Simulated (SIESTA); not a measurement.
GaGe3:

```
Ge Ga
1.0
     0.00000    3.38717    3.38717
     3.38717    0.00000    3.38717
     3.38717    3.38717    0.00000
Ge Ga
3 1
Direct
  0.50000 0.50000 0.50000
  0.75000 0.75000 0.75000
  0.25000 0.25000 0.25000
  0.00000 0.00000 0.00000
```

The cell comes from a database or a generator and needn't be the stable form of this composition.

| Item | Value |
| --- | --- |
| Program | SIESTA 5.4.2 |
| Task | single point |
| Functional | PBEsol |
| Potentials or basis | PseudoDojo 0.4 standard (PBEsol files) |
| Basis | DZP (energy shift 0.003 Ry; two zetas on semicore shells) |
| Grid cutoff | 800 Ry |
| Energy shift | 0.003 Ry |
| k mesh | 7 × 7 × 7 |
| Occupations | fermi-dirac, width 0.05 eV |
| Spin | no spin polarisation |

On this cell: pressure -2.3 GPa; largest force zero by symmetry; band gap on the k mesh none (metal or under the smearing width).

The same run follows on a disturbed copy (atoms moved at random, drawn with an rms of 0.05 Å):

```
Ge Ga
1.0
     0.00000    3.38717    3.38717
     3.38717    0.00000    3.38717
     3.38717    3.38717    0.00000
Ge Ga
3 1
Cartesian
  3.3730 3.3939 3.4160
  5.0738 5.0998 5.1187
  1.7175 1.6971 1.7076
  -0.0238 0.0694 -0.0266
```

Task: What does the disturbed cell give?

Result: The energy (extrapolated to zero smearing) moves by +2.4 meV/atom; pressure -2.4 GPa; largest force 0.195 eV/Å; band gap on the k mesh none (metal or under the smearing width).

Forces in eV/Å, atoms in the order of the input:
```
Ge   0.029  0.059 -0.038
Ge   0.004  0.015 -0.063
Ge  -0.088  0.062 -0.029
Ga   0.054 -0.135  0.130
```

Stress tensor (GPa, compression positive):
```
-2.43  0.00  0.04
 0.00 -2.34 -0.06
 0.04 -0.06 -2.38
```

Caveats: the basis of atomic orbitals isn't converged, which shifts pressures, moduli and gaps.
